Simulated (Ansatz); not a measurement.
**CH5AlBF: basis-set convergence**

Aim: see how fast density functionals converge with the basis set for CH5AlBF.

Program: Ansatz 0.2.0, Gaussian basis. Level of theory: one geometry, several basis sets. These are calculated values, not measurements.

Levels to be run: PBE0-D4/def2-SVP; ωB97M-V/def2-SVP; PBE0-D4/def2-QZVPP; ωB97M-V/def2-QZVPP; the functionals' def2-TZVPP values are taken from earlier runs.

**1. The geometry**

An earlier PBE0-D4 in a triple-zeta def2 set relaxation fixed the geometry.

SMILES `FC[BH][AlH2]`, 9 atoms, charge 0, spin multiplicity 1.

Atoms are counted from 1 here; the program's logs count them from 0.

Bond lengths: F1–C2 1.475 Å, C2–B3 1.552 Å, C2–H5 1.094 Å, C2–H6 1.094 Å, B3–Al4 2.127 Å, B3–H7 1.193 Å, Al4–H8 1.592 Å, Al4–H9 1.592 Å. Angles: F1–C2–B3 105.5°, F1–C2–H5 104.7°, F1–C2–H6 104.7°, B3–C2–H5 115.9°, B3–C2–H6 115.9°, H5–C2–H6 108.9°, C2–B3–Al4 91.9°, C2–B3–H7 120.1°, Al4–B3–H7 148.0°, B3–Al4–H8 119.8°, B3–Al4–H9 119.9°, H8–Al4–H9 119.9°.

**2. PBE0-D4 in def2-SVP**

The input, in.yaml:

```yaml
crystal:
  periodic: [false, false, false]
  atoms:
    - {symbol: F, position_ang: [-1.055357, 0.826781, -0.082438]}
    - {symbol: C, position_ang: [0.339151, 0.986663, -0.535970]}
    - {symbol: B, position_ang: [1.057456, -0.331150, -0.142044]}
    - {symbol: Al, position_ang: [-0.723074, -1.131871, 0.702986]}
    - {symbol: H, position_ang: [0.260444, 1.184960, -1.608843]}
    - {symbol: H, position_ang: [0.691841, 1.891697, -0.032884]}
    - {symbol: H, position_ang: [2.214299, -0.480325, -0.391119]}
    - {symbol: H, position_ang: [-1.681499, -2.042065, -0.184361]}
    - {symbol: H, position_ang: [-1.014661, -0.950988, 2.257574]}
basis:
  gaussian: {orbitals: def2-SVP}
hamiltonian: {xc: pbe0, dispersion: d4}
output: {orbitals: {seedname: orbitals}}
```

Command:

```sh
ansatz run in.yaml --threads 2 --pin off --events-out ev --progress --plain --max-ram 4352MiB
```

The runs that follow: ωB97M-V in def2-SVP; PBE0-D4 in def2-QZVPP; ωB97M-V in def2-QZVPP.

Q: Predict the results of all the runs planned. Wanted: PBE0-D4: double and triple zeta above quadruple; ωB97M-V: double and triple zeta above quadruple.

The runs gave:

| quantity | value |
| --- | --- |
| PBE0-D4: double and triple zeta above quadruple | 7.98, 0.45 eV |
| ωB97M-V: double and triple zeta above quadruple | 8.16, 0.43 eV |

In words: PBE0-D4 gains 7.53 eV from double to triple zeta, then 0.45 eV more. These are total energies; as a rule much of such shifts cancels in differences, which this series doesn't test.
